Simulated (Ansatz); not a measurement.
# GeH₄Cl (doublet): the correlation ladder at distance Cl1–H2 along a hydrogen transfer = 2.116 Å, cc-pVDZ

How much of the correlation energy of GeH₄Cl (doublet) does each wave-function method recover here?

The runs use Ansatz 0.2.0, Gaussian basis; cc-pVDZ, core rule «outside noble gas», up to 19 orbitals frozen.

The runs, in order: UHF; CCSD(T) on ROHF; CCSD(T) on UHF; BCCD(T) on ROHF; CISD; CCSDT(Q) on ROHF; CCSDT(Q) on UHF; CASSCF and MRCISD+Q, 3 electrons in 3 orbitals; CASSCF and NEVPT2, 3 electrons in 3 orbitals; CASSCF and MRCISD+Q, 15 electrons in 12 orbitals; CASSCF and NEVPT2, 15 electrons in 12 orbitals.

## 1. The geometry

The geometry derives from fragments relaxed apart (PBE0/def2-TZVP) and kept rigid, so it is no stationary point. A hydrogen atom is moved between rigid fragments. No spin-orbit coupling is included. The filled d shell of Ge may be among the frozen orbitals whatever the setting's name suggests; the logs give the count.

6 atoms, charge 0, spin multiplicity 2.

Atoms are counted from 1 here; the program's logs count them from 0.

Bond lengths: H2–Ge3 1.530 Å, Ge3–H4 1.539 Å, Ge3–H5 1.539 Å, Ge3–H6 1.539 Å. Angles: H2–Ge3–H4 107.7°, H2–Ge3–H5 107.7°, H2–Ge3–H6 107.7°, H4–Ge3–H5 111.2°, H4–Ge3–H6 111.2°, H5–Ge3–H6 111.2°.

## 2. UHF

Input file in.yaml:

```yaml
crystal:
  periodic: [false, false, false]
  atoms:
    - {symbol: Cl, position_ang: [-2.492048, 0.000001, -0.000001]}
    - {symbol: H, position_ang: [-0.376048, 0.000000, 0.000000]}
    - {symbol: Ge, position_ang: [1.153952, 0.000000, 0.000000]}
    - {symbol: H, position_ang: [1.622620, -1.465915, 0.000001]}
    - {symbol: H, position_ang: [1.622621, 0.732957, -1.269519]}
    - {symbol: H, position_ang: [1.622620, 0.732957, 1.269520]}
basis:
  gaussian: {orbitals: cc-pVDZ}
magnetization: {spin_polarized: true, initial_magnetization: 1}
hamiltonian: {xc: hf}
output: {orbitals: {seedname: orbitals}}
```

The run is started by

```sh
$ ansatz run in.yaml --threads 1 --pin off --events-out ev --progress --plain --max-ram 2816MiB --backend cpu
```

The runs that follow: CCSD(T) on ROHF; CCSD(T) on UHF; BCCD(T) on ROHF; CISD; CCSDT(Q) on ROHF; CCSDT(Q) on UHF; CASSCF and MRCISD+Q, 3 electrons in 3 orbitals; CASSCF and NEVPT2, 3 electrons in 3 orbitals; CASSCF and MRCISD+Q, 15 electrons in 12 orbitals; CASSCF and NEVPT2, 15 electrons in 12 orbitals.

**Question.** What will the summary of the whole plan be? Wanted: UCCSDT(Q) below the RHF energy; RMP2 from UCCSDT(Q); UMP2 from UCCSDT(Q); RCCSD from UCCSDT(Q); RCCSD(T) from UCCSDT(Q); UCCSD(T) from UCCSDT(Q); RCCSDT(Q) from UCCSDT(Q); NEVPT2 pair from UCCSDT(Q); MRCISD+Q pair from UCCSDT(Q).

As calculated:

```
                         quantity                                                                                    value
   UCCSDT(Q) below the RHF energy                                                                               -7.7269 eV
              RMP2 from UCCSDT(Q)                                                                              +1378.7 meV
              UMP2 from UCCSDT(Q)                                                                              +1395.8 meV
             RCCSD from UCCSDT(Q)                                                                               +144.5 meV
          RCCSD(T) from UCCSDT(Q)                                                                                +29.8 meV
          UCCSD(T) from UCCSDT(Q)                                                                                +29.4 meV
         RCCSDT(Q) from UCCSDT(Q)                                                                                 +0.4 meV
       NEVPT2 pair from UCCSDT(Q)                                                                              +1360.1 meV
     MRCISD+Q pair from UCCSDT(Q)                                                                                +42.9 meV
    NEVPT2 valence from UCCSDT(Q)                                                                              +1598.5 meV
levels within 1 kcal/mol (43 meV)  RCCSD(T), UCCSD(T), BCCD(T), RCCSDT, UCCSDT, RCCSDT(Q), MRCISD+Q pair, MRCISD+Q valence
                    T1 diagnostic                                                                                    0.015
   effectively unpaired electrons                                                                                     1.02
```

**Reading.** RCCSD(T) misses by +29.8 meV, 0.4 % of the correlation energy. One determinant dominates. Of the multireference levels listed MRCISD+Q valence comes nearest in total energy (+35.6 meV), which doesn't show that its space is the better one. These misses are within one basis, not against nature; the frozen cores of restricted and unrestricted runs differ, which can shift their rows.
